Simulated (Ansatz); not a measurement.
# La3BO6: the cost of one run

Computed with Ansatz 0.2.0 (DFT PBE, scalar-relativistic, plane waves, PAW, unless a step's input says otherwise).

## Step 1: The structure to begin with

Symmetry: Fm-3m, No. 225, cubic system. Conventional cell: a = 8.034 Å, b = 8.034 Å, c = 8.034 Å, α = 90.00°, β = 90.00°, γ = 90.00°. La (site symmetry -43m) has 12 O at 2.87 Å as nearest neighbours. Around La (site symmetry m-3m) lie 6 O at 2.41 Å. B (site symmetry m-3m) has 6 O at 1.61 Å as nearest neighbours. O (site symmetry 4mm) has 1 B at 1.61 Å as nearest neighbours.

As a file:

```cif
data_structure
_symmetry_space_group_name_H-M 'P 1'
_symmetry_Int_Tables_number 1
_cell_length_a 5.6809
_cell_length_b 5.6809
_cell_length_c 5.6809
_cell_angle_alpha 60.000
_cell_angle_beta 60.000
_cell_angle_gamma 60.000
_cell_volume 129.64
loop_
_atom_site_label
_atom_site_type_symbol
_atom_site_fract_x
_atom_site_fract_y
_atom_site_fract_z
_atom_site_occupancy
La1 La 0.25000 0.25000 0.25000 1
La2 La 0.75000 0.75000 0.75000 1
La3 La 0.50000 0.50000 0.50000 1
B1 B 0.00000 0.00000 0.00000 1
O1 O 0.80000 0.20000 0.20000 1
O2 O 0.20000 0.80000 0.80000 1
O3 O 0.20000 0.80000 0.20000 1
O4 O 0.80000 0.20000 0.80000 1
O5 O 0.20000 0.20000 0.80000 1
O6 O 0.80000 0.80000 0.20000 1
```

The cell is invented: species swapped into a database cell of Cs3CoF6 (Fm-3m, No. 225), with La on the Cs sites, B on the Co sites and O on the F sites. Lengths come from tabulated atomic sizes and are only a guess.

## Step 2: The guess as it stands, on a coarse mesh

The input, input.yaml:

```yaml
crystal:
  lattice:
    - [0.0, 4.01702581, 4.01702581]
    - [4.01702581, 0.0, 4.01702581]
    - [4.01702581, 4.01702581, 0.0]
  atoms:
    - { symbol: La, position: [0.25, 0.25, 0.25] }
    - { symbol: La, position: [0.75, 0.75, 0.75] }
    - { symbol: La, position: [0.5, 0.5, 0.5] }
    - { symbol: B, position: [0.0, 0.0, 0.0] }
    - { symbol: O, position: [0.80000138, 0.19999862, 0.19999862] }
    - { symbol: O, position: [0.19999862, 0.80000138, 0.80000138] }
    - { symbol: O, position: [0.19999862, 0.80000138, 0.19999862] }
    - { symbol: O, position: [0.80000138, 0.19999862, 0.80000138] }
    - { symbol: O, position: [0.19999862, 0.19999862, 0.80000138] }
    - { symbol: O, position: [0.80000138, 0.80000138, 0.19999862] }
basis:
  ecutwfc: 420
kpoints:
  mp_grid: { grid: [4, 4, 4] }
hamiltonian:
  xc: pbe
scf:
  occupations: { method: gaussian, width: 0.1 }
  lower_state_search: "off"
output:
  forces: true
  stress: true
  eigenvalues: true
```

Run with:

```bash
$ ansatz run input.yaml --threads 1 --pin off --max-ram 2048MiB --backend cpu --events-out ev --progress --plain --runs-dir out
```

Q: Estimate wall time and peak memory on 1 thread of Intel Xeon Platinum 8259CL at 2.50GHz (Skylake/Cascade Lake), shared host.

About 4.3 s, with a peak of 0.46 GiB.
